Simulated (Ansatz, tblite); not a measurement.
**C₃₃H₂₃F₃O₇S₃: rung by rung**

Aim: run the singlet of C₃₃H₂₃F₃O₇S₃ at one geometry on many levels, and compare frontier levels, spin and run time.

Method: as each input shows; program: Ansatz 0.2.0, Gaussian basis.

Plan: GFN1-xTB, GFN2-xTB, PBE-D4/def2-SVP, r2SCAN-D4/def2-SVP.

1 further run of the same task is left out (set aside as unsound or not needed).

### Step 1. The relaxed structure

The geometry is that of the singlet, from an earlier relaxation (r2SCAN-D4/def2-SVP).

SMILES `COc1ccc(-c2sc(-c3sc(-c4sc(-c5ccc(C(F)=C(F)F)cc5)c5c4OCCO5)c4c3OCCO4)c3c2OCCO3)cc1`, 69 atoms, charge 0, spin multiplicity 1.

Bond lengths: C1–O2 1.409 Å, C1–H47 1.105 Å, C1–H48 1.105 Å, C1–H49 1.098 Å, O2–C3 1.356 Å, C3–C4 1.403 Å, C3–C46 1.406 Å, C4–C5 1.397 Å, C4–H50 1.092 Å, C5–C6 1.410 Å, C5–H51 1.090 Å, C6–C7 1.455 Å, C6–C45 1.416 Å, C7–S8 1.752 Å, C7–C40 1.391 Å, S8–C9 1.751 Å, C9–C10 1.429 Å, C9–C39 1.390 Å and more. Angles: O2–C1–H47 111.7°, O2–C1–H48 111.7°, O2–C1–H49 106.5°, H47–C1–H48 108.8°, H47–C1–H49 109.1°, H48–C1–H49 109.1°, C1–O2–C3 118.1°, O2–C3–C4 124.7°, O2–C3–C46 116.2°, C4–C3–C46 119.1°, C3–C4–C5 120.1°, C3–C4–H50 121.0°, C5–C4–H50 118.8°, C4–C5–C6 121.6°, C4–C5–H51 119.1°, C6–C5–H51 119.3°, C5–C6–C7 121.7°, C5–C6–C45 117.2° and more.

PBE0-D4/def2-SVP was run before; its log isn't repeated, and its numbers join the tables.

### Step 2. GFN1-xTB

Tight binding, by tblite at 300 K electronic temperature and without a spin-polarisation term:

```python
tblite.interface.Calculator('GFN1-xTB', numbers, positions, charge=0, uhf=0).singlepoint()
```

Energy -3852.7799 eV, HOMO -9.99 eV, LUMO -8.42 eV; 0.37 s.

### Step 3. GFN2-xTB

Tight binding, by tblite at 300 K electronic temperature and without a spin-polarisation term:

```python
tblite.interface.Calculator('GFN2-xTB', numbers, positions, charge=0, uhf=0).singlepoint()
```

Energy -3668.1711 eV, HOMO -9.37 eV, LUMO -7.88 eV; 0.36 s.

### Step 4. PBE-D4/def2-SVP

start.molden holds the orbitals of an earlier run on this state, given as this run's starting guess.

File in.yaml:

```yaml
crystal:
  periodic: [false, false, false]
  atoms:
    - {symbol: C, position_ang: [11.563410, -0.490361, -0.293124]}
    - {symbol: O, position_ang: [10.662028, 0.219664, 0.525340]}
    - {symbol: C, position_ang: [9.335442, 0.100518, 0.269130]}
    - {symbol: C, position_ang: [8.787243, -0.682050, -0.758548]}
    - {symbol: C, position_ang: [7.402952, -0.737016, -0.934916]}
    - {symbol: C, position_ang: [6.523279, -0.014658, -0.102200]}
    - {symbol: C, position_ang: [5.080800, -0.073140, -0.282108]}
    - {symbol: S, position_ang: [4.000374, 0.549362, 0.948371]}
    - {symbol: C, position_ang: [2.562449, 0.147637, 0.033749]}
    - {symbol: C, position_ang: [1.240014, 0.406305, 0.508524]}
    - {symbol: S, position_ang: [-0.193728, 0.005909, -0.416071]}
    - {symbol: C, position_ang: [-1.270488, 0.607969, 0.829473]}
    - {symbol: C, position_ang: [-2.691557, 0.523124, 0.666981]}
    - {symbol: S, position_ang: [-3.418683, -0.800584, -0.211169]}
    - {symbol: C, position_ang: [-5.044667, -0.177814, -0.020149]}
    - {symbol: C, position_ang: [-6.179665, -0.878993, -0.590325]}
    - {symbol: C, position_ang: [-6.016818, -2.125164, -1.237272]}
    - {symbol: C, position_ang: [-7.092849, -2.804881, -1.790886]}
    - {symbol: C, position_ang: [-8.398346, -2.273580, -1.725281]}
    - {symbol: C, position_ang: [-9.484472, -3.033926, -2.324254]}
    - {symbol: F, position_ang: [-9.140587, -4.214751, -2.880879]}
    - {symbol: C, position_ang: [-10.795962, -2.732026, -2.412090]}
    - {symbol: F, position_ang: [-11.346046, -1.629779, -1.939223]}
    - {symbol: F, position_ang: [-11.683940, -3.513672, -2.986013]}
    - {symbol: C, position_ang: [-8.572162, -1.030254, -1.079137]}
    - {symbol: C, position_ang: [-7.492774, -0.351990, -0.528157]}
    - {symbol: C, position_ang: [-4.996164, 0.996746, 0.727406]}
    - {symbol: C, position_ang: [-3.680207, 1.398274, 1.100161]}
    - {symbol: O, position_ang: [-3.424470, 2.556627, 1.760437]}
    - {symbol: C, position_ang: [-4.531993, 3.448207, 1.741392]}
    - {symbol: C, position_ang: [-5.811271, 2.707919, 2.069284]}
    - {symbol: O, position_ang: [-6.090068, 1.732171, 1.067451]}
    - {symbol: C, position_ang: [-0.535997, 1.103639, 1.901249]}
    - {symbol: C, position_ang: [0.867396, 0.999806, 1.710498]}
    - {symbol: O, position_ang: [1.769791, 1.419462, 2.637314]}
    - {symbol: C, position_ang: [1.174779, 2.256055, 3.626177]}
    - {symbol: C, position_ang: [-0.130096, 1.653314, 4.108133]}
    - {symbol: O, position_ang: [-1.078535, 1.585534, 3.047750]}
    - {symbol: C, position_ang: [2.932254, -0.450226, -1.165207]}
    - {symbol: C, position_ang: [4.336036, -0.573895, -1.344236]}
    - {symbol: O, position_ang: [4.866704, -1.124208, -2.474224]}
    - {symbol: C, position_ang: [3.924147, -1.191229, -3.541674]}
    - {symbol: C, position_ang: [2.601337, -1.746222, -3.053397]}
    - {symbol: O, position_ang: [2.025912, -0.870788, -2.087350]}
    - {symbol: C, position_ang: [7.100845, 0.770230, 0.924768]}
    - {symbol: C, position_ang: [8.473817, 0.826183, 1.110837]}
    - {symbol: H, position_ang: [11.487835, -0.177813, -1.350716]}
    - {symbol: H, position_ang: [11.398323, -1.581689, -0.231389]}
    - {symbol: H, position_ang: [12.570298, -0.258636, 0.078147]}
    - {symbol: H, position_ang: [9.426897, -1.261626, -1.427063]}
    - {symbol: H, position_ang: [6.994211, -1.359437, -1.731604]}
    - {symbol: H, position_ang: [-5.021582, -2.575746, -1.304749]}
    - {symbol: H, position_ang: [-6.929942, -3.765531, -2.283103]}
    - {symbol: H, position_ang: [-9.563809, -0.581295, -1.006427]}
    - {symbol: H, position_ang: [-7.660160, 0.608798, -0.041953]}
    - {symbol: H, position_ang: [-4.323437, 4.226137, 2.489953]}
    - {symbol: H, position_ang: [-4.618606, 3.922708, 0.744648]}
    - {symbol: H, position_ang: [-5.718601, 2.213578, 3.054856]}
    - {symbol: H, position_ang: [-6.673323, 3.390010, 2.088723]}
    - {symbol: H, position_ang: [1.900877, 2.338014, 4.447748]}
    - {symbol: H, position_ang: [0.992009, 3.262252, 3.202635]}
    - {symbol: H, position_ang: [-0.582702, 2.273991, 4.894987]}
    - {symbol: H, position_ang: [0.054285, 0.639097, 4.512238]}
    - {symbol: H, position_ang: [3.772559, -0.181946, -3.969910]}
    - {symbol: H, position_ang: [4.365321, -1.843433, -4.309018]}
    - {symbol: H, position_ang: [2.753087, -2.747313, -2.606577]}
    - {symbol: H, position_ang: [1.877297, -1.826422, -3.876943]}
    - {symbol: H, position_ang: [6.454883, 1.357629, 1.584958]}
    - {symbol: H, position_ang: [8.914827, 1.435217, 1.904045]}
basis:
  gaussian: {orbitals: def2-SVP, fitting: {mean_field: def2-universal-jkfit}, initial_orbitals: start.molden}
hamiltonian: {xc: pbe, dispersion: d4}
scf: {omitted_lower_state_checks: [starts]}
output: {forces: true, orbitals: {seedname: orbitals}}
```

Started as:

```sh
$ ansatz run in.yaml --threads 4 --pin off --events-out ev --progress --plain --max-ram 41984MiB --backend cuda --devices 0, --max-vram 37GiB
```

After this run come: r2SCAN-D4/def2-SVP.

Q: Predict the results of all the runs planned. Wanted: gap in def2-SVP, named functionals, smallest and largest; binding an atom, functionals in def2-SVP.

The runs gave:

| quantity | value |
| --- | --- |
| gap in def2-SVP, named functionals, smallest and largest | 1.67 eV (PBE-D4), 2.97 eV (PBE0-D4) |
| binding an atom, functionals in def2-SVP | 5.14 (r2SCAN-D4) to 5.35 eV (PBE-D4) |

In words: Orbital gaps of the named functionals in def2-SVP span 1.67 eV (PBE-D4) to 2.97 eV (PBE0-D4); exact exchange widens it.
